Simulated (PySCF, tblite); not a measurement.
**AsB3H7N3, a small molecule taken as a stand-in for a surface group (BN ring, B site): NMR shifts, core binding energies and electronic excitations**

Aim: the NMR shifts, core binding energies and electronic excitations of `[AsH2]B1NBNBN1`.

Computed with tblite 0.8.0 and PySCF 2.14.0; each step states its level. No surroundings beyond the atoms listed, unless a continuum is named. Atoms count from 0, parts from 1.

## (1) The system as given

14 atoms, charge 0, multiplicity 1; geometry: distance geometry start.

## (2) Geometry optimisation with GFN2-xTB

Job settings and geometry (Å):

```
{"job": {"kind": "relax", "xc": "GFN2-xTB", "basis": "xTB"}, "charge": 0, "multiplicity": 1}
N      0.596534    -0.479357     1.130865
B     -0.022534     0.881266     0.735333
N     -0.854910     0.924840    -0.548895
B     -0.255021     0.193343    -1.784055
N      0.764971    -0.930352    -1.450413
B      0.722101    -1.497989    -0.048385
As    -0.361342    -3.220284     0.193568
H      0.308751    -0.865508     2.034191
H     -0.432182     1.542557     1.617584
H     -1.868142     0.836813    -0.459335
H     -0.986269    -0.008654    -2.665710
H      1.694313    -0.797385    -1.854062
H     -1.509994    -3.406078    -0.747175
H     -0.558423    -3.695592     1.585757
```

Level: GFN2-xTB geometry optimisation, gas phase.

Started as:

```bash
$ OMP_NUM_THREADS=1 python cluster_run.py task.json out
```

The driver reads the jobs from task.json and runs them one after another.

The log of the run:

```text
step      E/eV     max force
  0    -500.60132    3.977
  1    -501.60884    3.360
  2    -502.82229    3.321
  3    -503.25311    1.551
  4    -503.55889    1.356
  5    -503.73723    1.396
  6    -504.10080    1.830
  7    -504.32836    1.409
  8    -504.50293    0.891
  9    -504.58725    0.825
 10    -504.67448    0.722
 11    -504.78907    0.927
 12    -504.88079    0.891
 13    -504.93650    0.750
 14    -504.99267    0.646
 15    -505.04236    0.607
 16    -505.11031    0.580
 17    -505.15731    0.550
 18    -505.20025    0.524
 19    -505.23807    0.587
 20    -505.28257    0.641
 21    -505.32908    0.601
 22    -505.37381    0.602
 23    -505.41609    0.602
 24    -505.45301    0.521
 25    -505.47846    0.500
 26    -505.50012    0.424
 27    -505.52779    0.399
 28    -505.55997    0.430
 29    -505.58984    0.396
 30    -505.60986    0.732
 31    -505.62923    0.439
 32    -505.64709    0.337
 33    -505.65887    0.303
 34    -505.66995    0.290
 35    -505.68445    0.339
 36    -505.69796    0.331
 37    -505.70853    0.237
 38    -505.71517    0.257
 39    -505.72279    0.274
 40    -505.73156    0.285
 41    -505.74221    0.360
 42    -505.75123    0.261
 43    -505.75918    0.348
 44    -505.76636    0.236
 45    -505.77459    0.243
 46    -505.77914    0.167
 47    -505.78364    0.160
 48    -505.78659    0.133
 49    -505.78928    0.134
 50    -505.79143    0.116
 51    -505.79335    0.095
 52    -505.79489    0.097
 53    -505.79599    0.073
 54    -505.79664    0.057
 55    -505.79703    0.045
 56    -505.79734    0.053
 57    -505.79771    0.054
 58    -505.79818    0.063
 59    -505.79875    0.072
 60    -505.79935    0.085
 61    -505.79988    0.072
 62    -505.80025    0.044
 63    -505.80047    0.032
 64    -505.80062    0.030
 65    -505.80074    0.028
 66    -505.80083    0.023
 67    -505.80089    0.016
 68    -505.80093    0.016
 69    -505.80096    0.012
 70    -505.80098    0.010
 71    -505.80099    0.009
 72    -505.80100    0.009
 73    -505.80101    0.011
 74    -505.80104    0.018
 75    -505.80108    0.021
 76    -505.80113    0.017
 77    -505.80117    0.015
 78    -505.80119    0.014
 79    -505.80122    0.016
 80    -505.80125    0.017
 81    -505.80131    0.028
 82    -505.80138    0.033
 83    -505.80145    0.025
 84    -505.80149    0.014
 85    -505.80152    0.016
 86    -505.80155    0.016
 87    -505.80158    0.018
 88    -505.80162    0.018
 89    -505.80167    0.023
 90    -505.80174    0.028
 91    -505.80183    0.027
 92    -505.80196    0.033
 93    -505.80214    0.042
 94    -505.80240    0.040
 95    -505.80271    0.041
 96    -505.80295    0.030
 97    -505.80303    0.036
 98    -505.80316    0.035
 99    -505.80328    0.022
100    -505.80341    0.021
101    -505.80355    0.032
102    -505.80366    0.032
103    -505.80376    0.026
104    -505.80383    0.018
105    -505.80388    0.019
106    -505.80392    0.015
107    -505.80394    0.015
108    -505.80396    0.013
109    -505.80397    0.012
110    -505.80398    0.008
111    -505.80399    0.006
```

Wall time 1.9 s (1 thread of AMD EPYC 9R45, shared host).

Relaxation path:

| step | energy from step 0 (eV) | largest force (eV/Å) |
| --- | --- | --- |
| 0 | 0.0000 | 3.9766 |
| 4 | -2.9576 | 1.3564 |
| 8 | -3.9016 | 0.8916 |
| 12 | -4.2795 | 0.8910 |
| 16 | -4.5090 | 0.5804 |
| 20 | -4.6813 | 0.6408 |
| 24 | -4.8517 | 0.5207 |
| 28 | -4.9587 | 0.4298 |
| 32 | -5.0458 | 0.3369 |
| 36 | -5.0966 | 0.3312 |
| 40 | -5.1302 | 0.2852 |
| 44 | -5.1650 | 0.2364 |
| 48 | -5.1853 | 0.1334 |
| 52 | -5.1936 | 0.0976 |
| 56 | -5.1960 | 0.0528 |
| 60 | -5.1980 | 0.0855 |
| 64 | -5.1993 | 0.0301 |
| 68 | -5.1996 | 0.0155 |
| 72 | -5.1997 | 0.0089 |
| 76 | -5.1998 | 0.0170 |
| 80 | -5.1999 | 0.0178 |
| 84 | -5.2002 | 0.0140 |
| 88 | -5.2003 | 0.0181 |
| 92 | -5.2006 | 0.0327 |
| 96 | -5.2016 | 0.0300 |
| 100 | -5.2021 | 0.0217 |
| 104 | -5.2025 | 0.0174 |
| 108 | -5.2026 | 0.0127 |
| 111 | -5.2027 | 0.0062 |

Close pairs (by a distance rule), those that changed most:

| bond | before (Å) | after (Å) | change (Å) |
| --- | --- | --- | --- |
| N0–B5 | 1.563 | 1.419 | -0.144 |
| N2–B3 | 1.556 | 1.416 | -0.140 |
| B3–N4 | 1.554 | 1.417 | -0.136 |
| N0–B1 | 1.546 | 1.417 | -0.129 |
| B1–N2 | 1.531 | 1.416 | -0.115 |
| N4–B5 | 1.513 | 1.419 | -0.094 |
| As6–H13 | 1.484 | 1.509 | +0.024 |
| B5–As6 | 2.049 | 2.033 | -0.016 |

## (3) Optimising the geometry at PBE0-D3(BJ)/def2-SVP

Job settings and geometry (Å):

```
{"job": {"xc": "PBE0", "basis": "def2-SVP", "d3": "d3bj", "grid": 2, "kind": "geom", "shake": 0.01}, "charge": 0, "multiplicity": 1}
N      0.139123     0.130202     1.207421
B     -0.266914     1.496102     0.964790
N     -0.409143     1.898053    -0.394385
B     -0.124972     1.028227    -1.479219
N      0.214511    -0.310623    -1.171001
B      0.357913    -0.778429     0.165053
As     0.968413    -2.688300     0.562221
H      0.232212    -0.142822     2.156949
H     -0.461810     2.251052     1.872461
H     -0.660106     2.849732    -0.571347
H     -0.279161     1.379513    -2.580305
H      0.392292    -0.942160    -1.918192
H     -0.017597    -3.290117    -0.447478
H     -0.091239    -2.895037     1.647441
```

The log of the run:

```text
step   0  E = -2478.13896135  max force = 0.030820
step   1  E = -2478.14273511  max force = 0.005454
step   2  E = -2478.14283299  max force = 0.001106
step   3  E = -2478.14283132  max force = 0.001376
step   4  E = -2478.14284621  max force = 0.000122
optimisation converged
```

Wall time 41 s (1 thread of AMD EPYC 9R45, shared host); peak memory 0.79 GiB.

The steps of the relaxation:

| step | energy from step 0 (eV) | largest force component (eV/Å) |
| --- | --- | --- |
| 0 | 0.0000 | 1.5848 |
| 1 | -0.1027 | 0.2805 |
| 2 | -0.1054 | 0.0569 |
| 3 | -0.1053 | 0.0708 |
| 4 | -0.1057 | 0.0063 |

Close pairs (by a distance rule), those that changed most:

| bond | before (Å) | after (Å) | change (Å) |
| --- | --- | --- | --- |
| B3–H10 | 1.166 | 1.209 | +0.043 |
| N0–B5 | 1.400 | 1.428 | +0.028 |
| N0–H7 | 0.992 | 1.011 | +0.019 |
| N0–B1 | 1.445 | 1.428 | -0.017 |
| N4–H11 | 0.994 | 1.011 | +0.017 |
| B3–N4 | 1.415 | 1.428 | +0.013 |
| B1–H8 | 1.197 | 1.209 | +0.012 |
| N2–H9 | 1.000 | 1.011 | +0.011 |

The final coordinates are the input of the step that follows.

| at the end point | value |
| --- | --- |
| point group (found at 0.08 Å tolerance) | Cs |
| rotational constants (GHz, main isotopes) | 5.046, 0.868, 0.745 |
| dipole moment (D) | 1.15 |

## (4) Shielding tensors: PBE0/pcSseg-1

Job settings and geometry (Å):

```
{"job": {"kind": "nmr", "xc": "PBE0", "basis": "pcSseg-1"}, "charge": 0, "multiplicity": 1}
N      0.120327     0.156239     1.205046
B     -0.258974     1.511903     0.963980
N     -0.401904     1.924197    -0.393247
B     -0.185552     1.038908    -1.489318
N      0.191145    -0.305195    -1.186639
B      0.348710    -0.779799     0.150850
As     1.024951    -2.680409     0.539059
H      0.219823    -0.146812     2.164906
H     -0.450989     2.277581     1.879321
H     -0.669223     2.880282    -0.585427
H     -0.316698     1.406405    -2.633460
H      0.340841    -0.942132    -1.957992
H      0.126948    -3.349752    -0.493719
H      0.043711    -2.935447     1.676364
```

Level: GIAO PBE0/pcSseg-1 NMR shielding, non-relativistic, gas phase.

The log of the run:

```text
coarse grid: 55536 points
cycle   1  E = -2478.2431098283  dE =  1.357e-02  |g| = 8.300e-01  |ddm| = 3.476e+00
cycle   2  E = -2478.2060067867  dE =  3.710e-02  |g| = 8.107e-01  |ddm| = 8.890e-01
cycle   3  E = -2478.3104461607  dE = -1.044e-01  |g| = 1.681e-01  |ddm| = 6.250e-01
cycle   4  E = -2478.3164405442  dE = -5.994e-03  |g| = 3.200e-02  |ddm| = 1.303e-01
cycle   5  E = -2478.3165710290  dE = -1.305e-04  |g| = 6.775e-03  |ddm| = 2.084e-02
cycle   6  E = -2478.3165791044  dE = -8.075e-06  |g| = 2.805e-03  |ddm| = 8.751e-03
final grid: 117280 points
cycle   7  E = -2478.3165998425  dE =  2.371e-06  |g| = 4.355e-03  |ddm| = 4.929e-03
cycle   8  E = -2478.3165935339  dE =  6.309e-06  |g| = 6.931e-03  |ddm| = 7.011e-03
cycle   9  E = -2478.3166040272  dE = -1.049e-05  |g| = 1.867e-04  |ddm| = 4.215e-03
cycle  10  E = -2478.3166040369  dE = -9.644e-09  |g| = 3.551e-05  |ddm| = 2.520e-04
cycle  11  E = -2478.3166040370  dE = -1.437e-10  |g| = 5.480e-06  |ddm| = 2.180e-05
converged SCF energy = -2478.3166040370

GIAO shielding tensors (ppm)
atom      isotropic    diamagn.    paramagn.     s11        s22        s33       span
  0 N      112.815     324.810    -211.995    -36.110    154.463    220.093    256.204
  1 B       73.740     195.877    -122.137     46.744     59.890    114.586     67.842
  2 N      121.014     323.294    -202.281    -22.831    151.000    234.872    257.703
  3 B       73.740     195.873    -122.133     46.732     59.908    114.579     67.847
  4 N      112.737     324.778    -212.041    -36.065    154.507    219.768    255.833
  5 B       63.363     192.169    -128.806     29.198     52.883    108.007     78.809
  6 As    1877.388    2878.457   -1001.069   1702.489   1953.094   1976.580    274.091
  7 H       25.628      32.156      -6.529     20.253     27.689     28.942      8.689
  8 H       26.575      28.667      -2.092     23.648     26.916     29.159      5.511
  9 H       25.624      29.150      -3.527     21.454     25.068     30.349      8.894
 10 H       26.573      28.641      -2.068     23.647     26.912     29.159      5.512
 11 H       25.624      32.125      -6.502     20.242     27.694     28.935      8.693
 12 H       29.135      29.639      -0.504     21.773     25.056     40.577     18.804
 13 H       29.122      29.633      -0.511     21.770     25.044     40.551     18.781
```

It took 14 s on 1 thread of AMD EPYC 9R45, shared host; peak memory 0.96 GiB.

The references, computed at this level on geometries of the same kind, shield at (ppm): $^{1}$H TMS 31.27, $^{15}$N NH3 265.7, $^{11}$B BF3·OEt2 100.7, $^{75}$As AsH3 1910. Their shielding less the atom's gives the shift. The references are single molecules in the gas phase, so shifts against H2O, NH3, PH3, H3PO4 or CFCl3 are not on the usual liquid scales and can be off by tens of ppm. Shifts against hydride references such as AlH4− lie on their own scale. Atoms listed in one row are averaged.

| atoms | environment | σ (ppm) | δ (ppm) |
| --- | --- | --- | --- |
| H9 | hydrogen on a nitrogen bonded to 2 B | 25.62 | 5.64 |
| H7, H11 | hydrogen on a nitrogen bonded to 2 B | 25.63 | 5.64 |
| H8, H10 | hydrogen on a boron bonded to 2 N | 26.57 | 4.69 |
| H12, H13 | hydrogen on an arsenic bonded to B | 29.13 | 2.14 |
| N0, N4 | nitrogen bonded to 2 B, H | 112.8 | 152.9 |
| N2 | nitrogen bonded to 2 B, H | 121.0 | 144.7 |
| B5 | boron bonded to As, 2 N | 63.4 | 37.4 |
| B1, B3 | boron bonded to 2 N, H | 73.7 | 27.0 |
| As6 | arsenic bonded to B, 2 H | 1877 | 33 |

Charges from the same density, by scheme (e):

| atoms | Mulliken | IAO | Hirshfeld | ESP fit |
| --- | --- | --- | --- | --- |
| N0, N4 | -0.53 | -0.45 | -0.23 | -0.61 |
| B1, B3 | 0.34 | 0.18 | 0.16 | 0.35 |
| N2 | -0.54 | -0.45 | -0.22 | -0.49 |
| B5 | 0.48 | 0.15 | 0.14 | 0.44 |
| As6 | -0.32 | 0.05 | 0.02 | -0.26 |

Mayer bond orders: N0–B1 1.15, B1–N2 1.16, N2–B3 1.16, B3–N4 1.15, N4–B5 1.16, B5–As6 0.92, B5–N0 1.16.

Ring of atoms N0, B1, N2, B3, N4, B5: NICS(0) -2.6, NICS(1) -3.3, NICS(1)zz -4.9 ppm (means of both faces).

(Part 1 of 2 ends here.)
